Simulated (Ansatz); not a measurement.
# Ca12Bi4PN3: the cost of one run

Program: Ansatz 0.2.0. Level of theory: DFT, PBE, plane-wave PAW, default files, scalar-relativistic, as far as a step names no other. These are calculated values, not measurements.

## Step 1: The structure to begin with

Symmetry: Im-3m, No. 229, cubic system. The conventional cell has a = 9.777 Å, b = 9.777 Å, c = 9.777 Å, α = 90.00°, β = 90.00°, γ = 90.00°. Ca (site symmetry 4mm) is surrounded by 1 P at 2.44 Å and 1 N at 2.44 Å. Around Ca (site symmetry -4m2) lie 2 N at 2.44 Å. Around Bi (site symmetry -3m) lie 12 Ca at 3.46 Å. Around P (site symmetry m-3m) lie 6 Ca at 2.44 Å. Around N (site symmetry 4/mmm) lie 6 Ca at 2.44 Å.

Coordinates:

```
CELL_PARAMETERS angstrom
-4.88840 4.88840 4.88840
4.88840 -4.88840 4.88840
4.88840 4.88840 -4.88840
ATOMIC_POSITIONS crystal
Ca 0.50000 0.25000 0.25000
Ca 0.00000 0.75000 0.25000
Ca 0.00000 0.25000 0.75000
Ca 0.50000 0.75000 0.75000
Ca 0.25000 0.50000 0.25000
Ca 0.75000 0.00000 0.25000
Ca 0.75000 0.50000 0.75000
Ca 0.25000 0.00000 0.75000
Ca 0.25000 0.25000 0.50000
Ca 0.75000 0.75000 0.50000
Ca 0.75000 0.25000 0.00000
Ca 0.25000 0.75000 0.00000
Bi 0.00000 0.00000 0.00000
Bi 0.50000 0.50000 0.00000
Bi 0.50000 0.00000 0.50000
Bi 0.00000 0.50000 0.50000
P 0.50000 0.50000 0.50000
N 0.00000 0.00000 0.50000
N 0.00000 0.50000 0.00000
N 0.50000 0.00000 0.00000
```

Atom 17 of the input is the impurity.

## Step 2: Single point at the given positions

input.yaml reads:

```yaml
crystal:
  lattice:
    - [-4.8884, 4.8884, 4.8884]
    - [4.8884, -4.8884, 4.8884]
    - [4.8884, 4.8884, -4.8884]
  atoms:
    - { symbol: Ca, position: [0.5, 0.25, 0.25] }
    - { symbol: Ca, position: [0.0, 0.75, 0.25] }
    - { symbol: Ca, position: [0.0, 0.25, 0.75] }
    - { symbol: Ca, position: [0.5, 0.75, 0.75] }
    - { symbol: Ca, position: [0.25, 0.5, 0.25] }
    - { symbol: Ca, position: [0.75, 0.0, 0.25] }
    - { symbol: Ca, position: [0.75, 0.5, 0.75] }
    - { symbol: Ca, position: [0.25, 0.0, 0.75] }
    - { symbol: Ca, position: [0.25, 0.25, 0.5] }
    - { symbol: Ca, position: [0.75, 0.75, 0.5] }
    - { symbol: Ca, position: [0.75, 0.25, 0.0] }
    - { symbol: Ca, position: [0.25, 0.75, 0.0] }
    - { symbol: Bi, position: [0.0, 0.0, 0.0] }
    - { symbol: Bi, position: [0.5, 0.5, 0.0] }
    - { symbol: Bi, position: [0.5, 0.0, 0.5] }
    - { symbol: Bi, position: [0.0, 0.5, 0.5] }
    - { symbol: P, position: [0.5, 0.5, 0.5] }
    - { symbol: "N", position: [0.0, 0.0, 0.5] }
    - { symbol: "N", position: [0.0, 0.5, 0.0] }
    - { symbol: "N", position: [0.5, 0.0, 0.0] }
kpoints:
  mp_grid: { grid: [3, 3, 3] }
scf:
  occupations: { method: fermi_dirac, width: 0.01 }
hamiltonian:
  xc: pbe
  pseudopotentials: { kind: paw }
output:
  forces: true
  stress: true
  populations: true
  efg:
    quadrupole_moments_barn: { Ca: -0.0408, Bi: -0.516, "N": 0.02044 }
    contact_densities: true
  write_density: true
  write_potential: true
  elf: true
  volumetric_format: npy
```

On the command line:

```sh
$ ansatz run input.yaml --threads 1 --pin off --max-ram 2560MiB --backend cpu --events-out ev --progress --plain --runs-dir out
```

What time and memory should one allow on 1 thread of Arm Neoverse V1, shared host?

About 28 s, with a peak of 0.86 GiB.
